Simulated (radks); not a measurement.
# Mo³⁺ in [Kr] 4d3: an all-electron calculation

Aim: the levels, the sizes of the orbitals and the parts of the energy of the molybdenum ion Mo3+.

Method: Dirac Kohn-Sham, PBEsol, spin-unpolarised, spherical densities, point nucleus; open shells are shared between the two j in proportion to 2j + 1. Code: radks (a radial shooting solver on a logarithmic mesh, Libxc functionals) version 1.

## Step 1: What is computed

* element: molybdenum (Z = 42)
* charge: +3
* electrons: 39
* configuration: [Kr] 4d3

Outer shells as boxes (Hund's rule):

Mo³⁺
```
[Kr] core
4d [↑ ][↑ ][↑ ][  ][  ]
```

## Step 2: The run

Settings of this run:

```text
Z 42
configuration [Kr] 4d3 5s0 5p0
relativity Dirac
functional pbe_sol,pbe_sol
spin unpolarised
j_filling average
nucleus point
c 137.035999084
```

Q: Predict the outcome of this run.

**Answer**, as computed:

| quantity | value |
| --- | --- |
| total energy | -4045.21584 hartree |
| exchange-correlation share of it | 2.98 % |
| −T/E | 1.0369 |
| highest occupied level | 4d5/2, -32.760 eV |
| most extended occupied level | 4d5/2, <r> = 1.61 bohr |
| radius at density 0.001 e/bohr³ | 3.29 bohr |
| maxima of the radial density | 4 |
| ionisation energy, NIST | 40.3 (semi-emp.) eV |

What this shows: The radial density shows 4 maxima for 4 occupied principal shells. Relativity lifts −T/E to 1.037. The top level binds by 32.760 eV, 81 % of the NIST ionisation energy of 40.3 eV; the potential of a semilocal functional falls off too fast, so its top eigenvalue is too shallow. Spin polarisation and multiplet splitting are left out. Sharing an open shell by 2j + 1 raises it above the true ground level by a part of the spin-orbit splitting, which enters the differences from NIST.
